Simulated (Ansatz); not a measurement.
# Ir (Iridium): the cost of one run

Method: DFT PBE, scalar-relativistic, plane waves, PAW, in Ansatz 0.2.0.

The COD entry's cell or inner coordinates are ideal or old and differ from later refinements, so a difference from it is no clean test against experiment.

2 further runs of the same task are left out: 2 set aside as unsound or not needed.

## (1) The structure to begin with

The structure is cubic, space group Fm-3m (No. 225). The conventional cell has a = 3.871 Å, b = 3.871 Å, c = 3.871 Å, α = 90.00°, β = 90.00°, γ = 90.00°. Ir (site symmetry m-3m) has 12 Ir at 2.74 Å as nearest neighbours.

As a file:

```xyz
1
Lattice="0.0000 1.9353 1.9353 1.9353 0.0000 1.9353 1.9353 1.9353 0.0000" Properties=species:S:1:pos:R:3 pbc="T T T"
Ir    0.0000    0.0000    0.0000
```

This cell was relaxed beforehand with the same method: volume 14.50 Å³/atom, gap on the mesh none (metal).

## (2) Bulk reference on the slab's mesh

input.yaml reads:

```yaml
crystal:
  lattice:
    - [2.7369706002, 0.0, 0.0]
    - [-1.3684853001, 2.3702860692, 0.0]
    - [1.3684853001, 0.7900953564, 2.2347271372]
  atoms:
    - { symbol: Ir, position: [0.0, 0.0, 0.0] }
basis:
  ecutwfc: 420
kpoints:
  mp_grid: { grid: [15, 15, 15] }
hamiltonian:
  xc: pbe
scf:
  occupations: { method: gaussian, width: 0.1 }
output:
  forces: true
  stress: true
  eigenvalues: true
```

Launch:

```sh
> ansatz run input.yaml --threads 1 --pin off --max-ram 2560MiB --backend cpu --events-out ev --progress --plain --runs-dir out
```

Q: Estimate wall time and peak memory on 1 thread of Arm Neoverse V2, shared host.

About 1.1 s, with a peak of 0.27 GiB.
